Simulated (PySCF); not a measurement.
# GaCl (SMILES [Cl][Ga]) at B2PLYP/cc-pVTZ

Aim: the vertical singlet–triplet gap of GaCl at B2PLYP/cc-pVTZ, from 2 runs. Input form: a Python script.

Program for the calculation: PySCF 2.14.0.

3 further runs of the same task are left out: 3 set aside as unsound or not needed.

### 1 The molecule

GaCl has 2 atoms, charge 0, and is taken as a singlet. As SMILES, `[Cl][Ga]`. The shape comes from GFN2-xTB, which is rough for such elements, and wasn't checked as a minimum.

Bond lengths: Cl1–Ga2 2.169 Å.

### 2 A single-point energy at B2PLYP/cc-pVTZ

Contents of job.py:

```python
# ClGa
from pyscf import gto, dft, mp

mol = gto.Mole()
mol.atom = '''
Cl       0.000000       0.000000       0.000000
Ga       0.000000       0.000000       2.168600
'''
mol.basis = 'cc-pvtz'
mol.spin = 0
mol.verbose = 3
mol.max_memory = 1860
mol.build()

mf = dft.RKS(mol, xc='0.53*HF + 0.47*B88, 0.73*LYP')
mf.conv_tol = 1e-10
mf.grids.level = 5
mf.kernel()
if not mf.converged:
    mf = mf.newton().run(mf.mo_coeff, mf.mo_occ)

pt = mp.MP2(mf, frozen=14).run()
e_tot = mf.e_tot + 0.27 * pt.e_corr
print('PT2 part  %.8f' % (0.27 * pt.e_corr))
print('E = %.10f Eh' % e_tot)
```

On the command line:

```bash
$ OMP_NUM_THREADS=1 python job.py
```

The program printed:

```text
converged SCF energy = -2384.55710886571
E(RMP2) = -2384.94497252839  E_corr = -0.387863662672686
E(SCS-RMP2) = -2384.93233445954  E_corr = -0.375225593825322
PT2 part  -0.10472319
E = -2384.6618320546 Eh
```

Run time: 6.6 s. Hardware: 1 thread of Arm Neoverse V2, shared host; peak memory 0.36 GiB.

### 3 The triplet, same level

Contents of job.py:

```python
from pyscf import gto, dft, mp

mol = gto.Mole()
mol.atom = '''
Cl     0.000000     0.000000     0.000000
Ga     0.000000     0.000000     4.098060
'''
mol.verbose = 3
mol.unit = 'bohr'
mol.basis = 'cc-pvtz'
mol.max_memory = 1860
mol.charge = 0
mol.spin = 2
mol.build()

ks = dft.UKS(mol)
ks.xc = '0.53*HF + 0.47*B88, 0.73*LYP'
ks.conv_tol = 1e-10
ks.grids.level = 5
ks.kernel()
if not ks.converged:
    ks = ks.newton().run(ks.mo_coeff, ks.mo_occ)

pt = mp.MP2(ks, frozen=14).run()
energy = ks.e_tot + 0.27 * pt.e_corr
print('PT2 part  %.8f' % (0.27 * pt.e_corr))
print('E(%s) = %.9f' % ('B2PLYP', energy))
```

On the command line:

```bash
$ OMP_NUM_THREADS=1 python job.py
```

The program printed:

```text
WARN: HOMO -0.0275853860597278 >= LUMO -0.263794544841499

converged SCF energy = -2384.43386534041  <S^2> = 2.0052851  2S+1 = 3.0035214
E(UMP2) = -2384.79368331248  E_corr = -0.359817972065414
E(SCS-UMP2) = -2384.77502487356  E_corr = -0.341159533147013
PT2 part  -0.09715085
E(B2PLYP) = -2384.531016193
```

It took 11 s on 1 thread of Arm Neoverse V2, shared host; peak memory 0.37 GiB.

### 4 Summary of results

Level: B2PLYP/cc-pVTZ, 14 core orbitals frozen.

| quantity | value |
| --- | --- |
| singlet: total energy | -2384.66183 Eh |
| singlet: dipole moment (SCF part) | 2.10 D |
| singlet: HOMO energy (SCF part's orbitals) | -8.20 eV |
| singlet: LUMO energy (SCF part's orbitals) | -0.65 eV |
| singlet: HOMO–LUMO gap (SCF part's orbitals) | 7.55 eV |
| triplet: total energy | -2384.53102 Eh |
| triplet: dipole moment (SCF part) | 1.84 D |
| triplet: HOMO energy (SCF part's orbitals) (highest over α and β) | -4.97 eV |
| triplet: LUMO energy (SCF part's orbitals) (lowest over α and β) | -4.01 eV |
| triplet: ⟨S²⟩ | 2.005 |
| vertical energy of the triplet above the singlet | 3.560 eV |

What this shows: At this shape the triplet lies 3.56 eV (343 kJ/mol) above the singlet.
